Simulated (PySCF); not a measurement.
# C9H14Ge: the cost of one run

Computed with PySCF 2.14.0 and routines of our own; the level stands in each step. Atoms count from 0.

### 1 The system as given

24 atoms, charge 0, multiplicity 1; geometry from: GFN2-xTB.

### 2 Relaxing the molecule at PBE0-D3(BJ)/def2-SVP

What the job is given:

```
{"job": {"xc": "PBE0", "basis": "def2-SVP", "d3": "d3bj", "grid": 1, "maxiter": 30, "shake": 0.01, "kind": "geom"}, "charge": 0, "multiplicity": 1}
C     -2.225140     1.408700     0.571860
Ge    -1.264030    -0.140620    -0.148070
C     -1.847770    -1.778770     0.814810
C     -1.613710    -0.339950    -2.089470
C      0.688510     0.098660     0.084320
C      1.216520     1.248100     0.685420
C      2.596090     1.392070     0.847290
C      3.463150     0.407020     0.407700
C      2.933460    -0.734710    -0.160690
C      1.566160    -0.884600    -0.325460
H     -2.062780     1.565090     1.637410
H     -1.954250     2.346350     0.056380
H     -3.342780     1.304040     0.425020
H     -1.325330    -2.649120     0.451740
H     -2.899660    -1.950230     0.709420
H     -1.608460    -1.673460     1.890790
H     -2.709770    -0.467120    -2.253960
H     -1.136160    -1.196390    -2.491610
H     -1.328790     0.530970    -2.632250
H      0.526560     2.028750     1.034000
H      2.964390     2.288260     1.300800
H      4.522560     0.496480     0.526290
H      3.610560    -1.507230    -0.542100
H      1.166350    -1.772690    -0.805460
```

Command:

```
$ OMP_NUM_THREADS=1 python heavy_run.py task.json out
```

This one command runs all jobs of the session in turn.

**Question.** How long does this first job take on 1 thread of Arm Neoverse V1, shared host, and how much memory does it need?

About 5.5 min, with a peak of 1.3 GiB.
